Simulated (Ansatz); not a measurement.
BaMn2Bi2:

```
CELL_PARAMETERS angstrom
-2.24629 2.24629 7.27818
2.24629 -2.24629 7.27818
2.24629 2.24629 -7.27818
ATOMIC_POSITIONS crystal
Bi 0.63321 0.63321 0.00000
Bi 0.36679 0.36679 0.00000
Ba 0.00000 0.00000 0.00000
Mn 0.75000 0.25000 0.50000
Mn 0.25000 0.75000 0.50000
```

The cell is a database's computed one.

Base run:

| Property | Result |
| --- | --- |
| Program | Ansatz 0.2.0 |
| Functional | PBEsol |
| Potentials or basis | Ansatz PAW |
| Cutoff | 420 eV |
| Density cutoff | 1680 eV |
| k mesh | 6 × 6 × 6 |
| Occupations | fermi-dirac, width 0.05 eV |
| Spin | non-collinear spin, ferromagnetic start, spin-orbit coupling |
| Starting moments | [[0.0, 0.0, 0.0], [0.0, 0.0, 0.0], [0.0, 0.0, 0.0], [2.309, 2.309, 2.309], [2.309, 2.309, 2.309]] μB |

Its results: band gap on the k mesh none (metal or under the smearing width); pressure -2.1 GPa; net moment 8.34 μB per cell; largest force 0.056 eV/Å.

Q: After a change of settings the same cell gave: band gap on the k mesh none (metal or under the smearing width); pressure -4.5 GPa; net moment 8.08 μB per cell; largest force 0.227 eV/Å. Which change was it?
A. functional from PBEsol to PBE
B. functional from PBEsol to LDA
C. functional from PBEsol to r2SCAN; cutoff from 420 eV to 500 eV; density cutoff from 1680 eV to 2000 eV
D. k mesh from 6 × 6 × 6 to 8 × 8 × 8

A: B.

LDA binds more tightly than PBEsol, so the same cell stands under less pressure.

Caveats: the PAW data sets come from PBE, with cores solved anew for the run's functional, which leaves a small shift of forces and pressure.

Not every run made on this cell is shown here.
